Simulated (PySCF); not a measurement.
# ClGeH4P: the cost of one run

Programs: PySCF 2.14.0, with density-fitted response routines of our own. Each step states its level of theory. These are calculated values for one molecule in the gas phase, unless marked as measured. Atoms are numbered from 0 throughout.

## (1) The starting structure

7 atoms, charge 0, multiplicity 1; geometry from: PBE0-D3(BJ)/def2-SVP.

Bonds of the start (Å): P0–Ge1 2.31, Ge1–Cl2 2.17, P0–H3 1.43, P0–H4 1.43, Ge1–H5 1.54, Ge1–H6 1.54.

## (2) Shielding tensors: HF/pcSseg-2

What the job is given:

```
{"job": {"kind": "nmr", "xc": "HF", "basis": "pcSseg-2", "pop": false}, "charge": 0, "multiplicity": 1}
P      1.241866    -0.344972     0.075690
Ge    -1.058211    -0.173370    -0.090018
Cl    -1.662288     1.798876    -0.765353
H      1.452567     0.201486    -1.226798
H      1.366723     0.920672     0.725326
H     -1.590483    -1.180894    -1.121720
H     -1.709521    -0.381448     1.286419
```

Method: GIAO HF/pcSseg-2 NMR shielding, non-relativistic, gas phase.

Command:

```console
OMP_NUM_THREADS=1 python probes_run.py task.json out
```

One launch serves the whole session: the jobs run in the order shown.

Q: Estimate the wall time and peak memory of this first job on 1 thread of Arm Neoverse N1, shared host.

About 20 s, with a peak of 0.88 GiB.
